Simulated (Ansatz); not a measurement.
F3Si, SMILES F[Si](F)F, a rigid scan of one bond length

Program: Ansatz's Python interface.

Notebook, run cell by cell (the value of a cell's last expression is shown):

In [1]:
```python
import ansatz as az
import numpy as np
```

In [2]:
```python
BASIS = '6-31G*'
FUNCTIONAL = 'hf'
```

In [3]:
```python
f3si = (
    az.Crystal.molecule()
    .atom('F', (0.78789, -0.50898, 1.11903))
    .atom('Si', (-0.32524, 0.24405, 0.26886))
    .atom('F', (-0.96275, -0.8891, -0.64685))
    .atom('F', (0.5001, 1.15403, -0.74104))
)
```

In [4]:
```python
symbols = [site.symbol for site in f3si.cartesian_sites]
start = np.array([site.position_ang for site in f3si.cartesian_sites])
axis = (start[3] - start[1]) / np.linalg.norm(start[3] - start[1])
moving = [3]
lengths, energies = [1.35, 1.46, 1.59, 1.75, 1.99, 2.39, 2.86, 3.5], []
for length in lengths:
    xyz = start.copy()
    xyz[moving] += (length - np.linalg.norm(start[3] - start[1])) * axis
    point = az.Crystal.molecule()
    for symbol, place in zip(symbols, xyz):
        point = point.atom(symbol, place.tolist())
    calc = (
        point.calculation()
        .basis(gaussian=BASIS)
        .functional(FUNCTIONAL)
        .spin('collinear', total=1)
    )
    summary = calc.run().report
    energies.append(summary['free_energy_ev'])
    print(f'r = {length:6.3f} A  E = {energies[-1]:.5f} eV  <S^2> = {abs(summary["mean_field"]["state"]["spin_squared"]):.3f}')
```
```text
r =  1.350 A  E = -15981.72603 eV  <S^2> = 0.752
r =  1.460 A  E = -15983.04036 eV  <S^2> = 0.752
r =  1.590 A  E = -15983.39029 eV  <S^2> = 0.752
r =  1.750 A  E = -15982.93804 eV  <S^2> = 0.753
r =  1.990 A  E = -15981.61684 eV  <S^2> = 0.762
r =  2.390 A  E = -15980.02304 eV  <S^2> = 0.955
r =  2.860 A  E = -15979.83595 eV  <S^2> = 0.815
r =  3.500 A  E = -15979.86947 eV  <S^2> = 0.753
```

In [5]:
```python
print('energy above the lowest point (eV):', [round(e - min(energies), 3) for e in energies])
```
```text
energy above the lowest point (eV): [1.664, 0.35, 0.0, 0.452, 1.773, 3.367, 3.554, 3.521]
```

Reading the output:
- Total energies depend on the basis set; only differences at equal settings carry meaning.
- The rest of the molecule is held rigid at a force-field or estimated start geometry, and the basis set is modest; single-reference methods fail as a bond breaks.
- The species is open-shell (spin multiplicity 2).
- The expectation value of S² is noticeably off S(S+1) in at least one run, so that state is spin-contaminated.
- Hartree-Fock leaves correlation out, so bond, atomisation and ionisation energies come out well too low.
- Wall time of the script: 24 s on 1 thread of Arm Neoverse N1, with other jobs on the host, peak memory 0.2 GiB.
